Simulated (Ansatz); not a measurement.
# r2SCAN/def2-SVPD run of AlClF2 (SMILES [F][Al]([F])[Cl])

What is the electronic atomisation energy of AlClF2 at r2SCAN/def2-SVPD? 

The results are computed with Ansatz 0.2.0.

46 further runs of the same task are left out: 46 set aside as unsound or not needed.

## Step 1: Starting point

The species is AlClF2 (4 atoms), meant as a singlet with charge 0. SMILES: `[F][Al]([F])[Cl]`. The shape is that of a PBE0-D4/def2-TZVP optimisation.

Bond lengths: F1–Al2 1.631 Å, Al2–F3 1.631 Å, Al2–Cl4 2.061 Å. Angles: F1–Al2–F3 119.0°, F1–Al2–Cl4 120.5°, F3–Al2–Cl4 120.5°.

## Step 2: The energy at r2SCAN/def2-SVPD

File run.yaml:

```yaml
crystal:
  periodic: [false, false, false]
  atoms:
    - {symbol: F, position_ang: [0.997200, 0.721760, 1.149640]}
    - {symbol: Al, position_ang: [0.069280, -0.050750, 0.053570]}
    - {symbol: F, position_ang: [0.273490, -1.653820, -0.164660]}
    - {symbol: Cl, position_ang: [-1.339980, 0.982810, -1.038560]}
basis:
  gaussian: {orbitals: def2-SVPD}
hamiltonian: {xc: {name: r2SCAN}}
accuracy: high
output: {orbitals: {seedname: orbitals}}
```

Started as:

```sh
$ ansatz run run.yaml --threads 1 --pin off --max-ram 3480MiB --events-out events.jsonl --progress --plain --runs-dir runs
```

The log of the run:

```text
Warning: RAYON_NUM_THREADS=1 ignored (pool sized by the plan → 1); use --threads N
Functional definition: r2SCAN
  name "r2SCAN"
  parameter k0 = 0.174
  parameter k1 = 0.065
  parameter a1 = 4.9479
  exchange = r2scan_x(k0 = k0, k1 = k1, a1 = a1)
  correlation = r2scan_c
1804 factors; integrals over basis functions are off by at most 3.3e-9 eV
mean field evaluation 1: about -24541.2430 eV, gradient 5.4e1 eV
mean field evaluation 2: about -24526.7011 eV, gradient 1.1e2 eV
mean field evaluation 4: about -24545.8686 eV, gradient 2.9e0 eV
mean field evaluation 8: about -24545.8876 eV, gradient 1.4e-1 eV
mean field evaluation 16: about -24545.8877 eV, gradient 2.7e-6 eV
mean field -24545.88767367 eV, -902.0447342071 hartree, gradient 2.6e-8 eV, S^2 0.000000; 0 other end points of the search recorded, 0 dependent functions left out
reference -24545.88767457 eV, -902.0447342402 hartree; 24, 24 occupied and 73, 73 virtual orbitals, 1804 factors
Total energy: -24545.88767457 eV, -902.0447342402 hartree
```

Run time: 11 s. Hardware: 1 thread of Arm Neoverse V2, shared host; peak memory 0.28 GiB.

## Step 3: The Al atom

File in.yaml:

```yaml
crystal:
  periodic: [false, false, false]
  atoms:
    - symbol: Al
      position_ang: [0.000000, 0.000000, 0.000000]
basis:
  gaussian:
    orbitals: def2-SVPD
magnetization:
  spin_polarized: true
  initial_magnetization: 1
hamiltonian:
  xc: r2scan
accuracy: high
```

Run the same way, it converges to -242.24753 Eh (log not shown).

## Step 4: The Cl atom at the same level

File run.yaml:

```yaml
basis:
  gaussian: {orbitals: def2-SVPD}
crystal:
  periodic: [false, false, false]
  atoms:
    - {symbol: Cl, position_ang: [0.000000, 0.000000, 0.000000]}
magnetization: {spin_polarized: true, initial_magnetization: 1}
hamiltonian: {xc: r2scan}
accuracy: high
```

Started as:

```sh
$ ansatz run run.yaml --threads 1 --pin off --max-ram 3480MiB --events-out events.jsonl --progress --plain --runs-dir runs
```

The log of the run (excerpt; [...] marks lines left out):

```text
Warning: RAYON_NUM_THREADS=1 ignored (pool sized by the plan → 1); use --threads N
[... 7 set-up lines as earlier in the session ...]
222 factors; integrals over basis functions are off by at most 2.5e-9 eV
mean field evaluation 1: about -12516.2535 eV, gradient 3.5e0 eV
mean field evaluation 2: about -12516.3290 eV, gradient 1.5e0 eV
mean field evaluation 4: about -12516.3393 eV, gradient 1.8e-2 eV
mean field evaluation 8: about -12516.3411 eV, gradient 1.0e-3 eV
mean field evaluation 16: about -12516.3411 eV, gradient 9.6e-8 eV
mean field evaluation 32: about -12516.3411 eV, gradient 2.2e-4 eV
mean field -12516.34106511 eV, -459.9670502621 hartree, gradient 2.2e-8 eV, S^2 0.753938; 1 other end points of the search recorded, 0 dependent functions left out
reference -12516.34107444 eV, -459.9670506049 hartree; 9, 8 occupied and 18, 19 virtual orbitals, 222 factors
Total energy: -12516.34107444 eV, -459.9670506049 hartree
```

Run time: 2.4 s. Hardware: 1 thread of Arm Neoverse V2, shared host; peak memory 0.12 GiB.

## Step 5: The F atom

File molecule.yaml:

```yaml
crystal:
  periodic: [false, false, false]
  atoms:
    - symbol: F
      position_ang: [0.000000, 0.000000, 0.000000]
basis:
  gaussian:
    orbitals: def2-SVPD
magnetization:
  spin_polarized: true
  initial_magnetization: 1
hamiltonian:
  xc: r2scan
accuracy: high
```

Started as:

```sh
$ ansatz run molecule.yaml --threads 1 --pin off --max-ram 3480MiB --events-out events.jsonl --progress --plain --runs-dir runs
```

The log of the run (excerpt; [...] marks lines left out):

```text
Warning: RAYON_NUM_THREADS=1 ignored (pool sized by the plan → 1); use --threads N
[... 7 set-up lines as earlier in the session ...]
194 factors; integrals over basis functions are off by at most 1.8e-9 eV
mean field evaluation 1: about -2710.3828 eV, gradient 6.0e0 eV
mean field evaluation 2: about -2710.4441 eV, gradient 4.0e0 eV
mean field evaluation 4: about -2710.4932 eV, gradient 1.1e-2 eV
mean field evaluation 8: about -2710.4945 eV, gradient 3.7e-4 eV
mean field -2710.49449534 eV, -99.6088354644 hartree, gradient 1.9e-8 eV, S^2 0.752225; 0 other end points of the search recorded, 0 dependent functions left out
reference -2710.49449844 eV, -99.6088355784 hartree; 5, 4 occupied and 18, 19 virtual orbitals, 194 factors
Total energy: -2710.49449844 eV, -99.6088355784 hartree
```

Run time: 0.84 s. Hardware: 1 thread of Arm Neoverse V2, shared host; peak memory 0.098 GiB.

## Step 6: Outcome

Level: r2SCAN/def2-SVPD.

```
                     quantity          value
       molecule: total energy  -902.04473 Eh
        molecule: HOMO energy       -8.99 eV
        molecule: LUMO energy       -1.90 eV
      molecule: HOMO–LUMO gap        7.09 eV
        Al atom: total energy  -242.24753 Eh
                Al atom: ⟨S²⟩          0.760
        Cl atom: total energy  -459.96705 Eh
                Cl atom: ⟨S²⟩          0.754
         F atom: total energy   -99.60884 Eh
                 F atom: ⟨S²⟩          0.752
electronic atomisation energy      16.666 eV
```

In words: Taking the molecule apart into free atoms costs 16.67 eV (1608 kJ/mol), before zero-point energy and without spin-orbit coupling.
